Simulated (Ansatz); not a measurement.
# Al3SiPd2: the cost of one run

Computed with Ansatz 0.2.0 (DFT PBE, scalar-relativistic, plane waves, PAW, unless a step's input says otherwise).

## (1) The system as given

It takes space group P4/mmm (No. 123, tetragonal). Conventional cell: a = 4.923 Å, b = 4.923 Å, c = 5.171 Å, α = 90.00°, β = 90.00°, γ = 90.00°. Around Al (site symmetry mmm) lie 2 Si at 2.46 Å and 2 Pd at 2.46 Å. Around Al (site symmetry 4/mmm) lie 2 Si at 2.59 Å. Si (site symmetry 4/mmm) has 6 Al at 2.46 to 2.59 Å as nearest neighbours. Pd (site symmetry 4/mmm) is surrounded by 4 Al at 2.46 Å and 2 Pd at 2.59 Å. Pd (site symmetry 4/mmm) is surrounded by 2 Pd at 2.59 Å.

Structure file:

```cif
data_structure
_symmetry_space_group_name_H-M 'P 1'
_symmetry_Int_Tables_number 1
_cell_length_a 4.9231
_cell_length_b 4.9231
_cell_length_c 5.1708
_cell_angle_alpha 90.000
_cell_angle_beta 90.000
_cell_angle_gamma 90.000
_cell_volume 125.33
loop_
_atom_site_label
_atom_site_type_symbol
_atom_site_fract_x
_atom_site_fract_y
_atom_site_fract_z
_atom_site_occupancy
Al1 Al 0.00000 0.50000 0.50000 1
Al2 Al 0.50000 0.00000 0.50000 1
Al3 Al 0.00000 0.00000 0.00000 1
Si1 Si 0.00000 0.00000 0.50000 1
Pd1 Pd 0.50000 0.50000 0.50000 1
Pd2 Pd 0.50000 0.50000 0.00000 1
```

It is the end of an earlier relaxation with the same method, from a generated guess; it is a trial structure. At a tolerance of 0.05 Å it has space group P4/mmm (No. 123); it has 20.89 Å³/atom, an uncorrected energy of +0.39 eV/atom over the elements.

## (2) Electronic structure at the relaxed geometry

Contents of input.yaml:

```yaml
crystal:
  lattice:
    - [4.9231388071, 0.0, 0.0]
    - [0.0, 4.9231388071, 0.0]
    - [0.0, 0.0, 5.1707983109]
  atoms:
    - { symbol: Al, position: [0.0, 0.5, 0.5] }
    - { symbol: Al, position: [0.5, 0.0, 0.5] }
    - { symbol: Al, position: [0.0, 0.0, 0.0] }
    - { symbol: Si, position: [0.0, 0.0, 0.5] }
    - { symbol: Pd, position: [0.5, 0.5, 0.5] }
    - { symbol: Pd, position: [0.5, 0.5, 0.0] }
basis:
  ecutwfc: 420
kpoints:
  mp_grid: { grid: [8, 8, 8] }
  band_path:
    path:
      - [[0.0, 0.0, 0.0], [0.0, 0.5, 0.0], [0.5, 0.5, 0.0], [0.0, 0.0, 0.0], [0.0, 0.0, 0.5], [0.0, 0.5, 0.5], [0.5, 0.5, 0.5], [0.0, 0.0, 0.5]]
      - [[0.0, 0.5, 0.0], [0.0, 0.5, 0.5]]
      - [[0.5, 0.5, 0.0], [0.5, 0.5, 0.5]]
    npoints: 14
hamiltonian:
  xc: pbe
scf:
  occupations: { method: gaussian, width: 0.1 }
  n_extra_bands: 15
output:
  forces: true
  stress: true
  eigenvalues: true
  populations: true
  dos: { projected: true, de: 0.02, nscf_kmesh: { grid: [10, 10, 10] } }
  bader: true
  write_density: true
  write_potential: true
  elf: true
  volumetric_format: npy
```

The run is started by

```bash
$ ansatz run input.yaml --threads 1 --pin off --max-ram 2560MiB --backend cpu --events-out ev --progress --plain --runs-dir out
```

What time and memory should one allow on 1 thread of Intel Xeon Platinum 8259CL at 2.50GHz (Skylake/Cascade Lake), shared host?

About 2.9 min, with a peak of 0.72 GiB.
